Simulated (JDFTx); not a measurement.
HfB:

```xyz
2
Lattice="0.0000 2.3100 2.3100 2.3100 0.0000 2.3100 2.3100 2.3100 0.0000" Properties=species:S:1:pos:R:3 pbc="T T T"
Hf    2.3100    2.3100    2.3100
B     0.0000    0.0000    0.0000
```

Program: JDFTx 1.7.0 (patched build). Alike in all runs: task single point; potentials or basis PseudoDojo-SR-PBE-0.5-standard with smoothed tails; no spin polarisation; cell as given; k mesh 10 × 10 × 10; cutoff (eV) 1034; smearing fermi-dirac 0.05 eV.

Task: Order these runs on this cell by their pressure, lowest first.
A. level PBE
B. level PBE+U; U Hf d U = 8 eV
C. level PBE+U; U Hf d U = 3 eV
D. level PBE+U; U Hf d U = 1 eV
E. level PBE+U; U Hf d U = 6 eV

Result: B (21.2 GPa), E (23.2 GPa), C (26.4 GPa), D (29.1 GPa), A (30.7 GPa).

Caveats: U without spin polarisation on a metal has little footing (some runs); the U is typed as a test and isn't derived for this compound (some runs); a pressure of tens of GPa on the cell as given is suspect, and the run, the potentials or the cell itself is likely at fault (some runs).
